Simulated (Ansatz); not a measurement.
Crystal: YCu2S2.

```
Y Cu S
1.0
     3.92740    0.00000    0.00000
    -1.96370    3.40123    0.00000
     0.00000    0.00000    6.41411
Y Cu S
1 2 2
Direct
  0.00000 0.00000 0.00000
  0.33333 0.66667 0.34164
  0.66667 0.33333 0.65836
  0.33333 0.66667 0.73261
  0.66667 0.33333 0.26739
```

The cell comes from a database or a generator and needn't be the stable form of this composition.

| Quantity | Value |
| --- | --- |
| Program | Ansatz 0.2.0 |
| Task | single point |
| Functional | PBE |
| Potentials or basis | Ansatz PAW |
| Cutoff | 420 eV (not typed: the program's choice for these potentials) |
| k mesh | 8 × 8 × 4 |
| Occupations | fermi-dirac, width 0.05 eV |
| Spin | no spin polarisation |

On this cell: pressure 0.3 GPa; largest force 0.077 eV/Å; band gap on the k mesh none (metal or under the smearing width).

The same run follows on a disturbed copy (atoms moved at random, drawn with an rms of 0.05 Å):

```
CELL_PARAMETERS angstrom
3.92740 0.00000 0.00000
-1.96370 3.40123 0.00000
0.00000 0.00000 6.41411
ATOMIC_POSITIONS crystal
Y 0.98737 0.99357 0.00195
Cu 0.32858 0.66415 0.33711
Cu 0.67677 0.33659 0.66380
S 0.33315 0.66188 0.73384
S 0.67618 0.33557 0.26967
```

Problem. What changes?

Solution. The energy (extrapolated to zero smearing) moves by +2.9 meV/atom; pressure 0.6 GPa; largest force 0.395 eV/Å; band gap on the k mesh none (metal or under the smearing width).

Forces on the atoms (eV/Å):
```
Y    0.295  0.095 -0.037
Cu   0.172  0.077 -0.015
Cu  -0.136 -0.111  0.037
S    0.029  0.098  0.003
S   -0.361 -0.160  0.011
```

Stress tensor (GPa, compression positive):
```
1.00 0.58 0.24
0.58 0.25 0.08
0.24 0.08 0.54
```

Caveats: the run has no spin polarisation, though such a crystal can be magnetic.
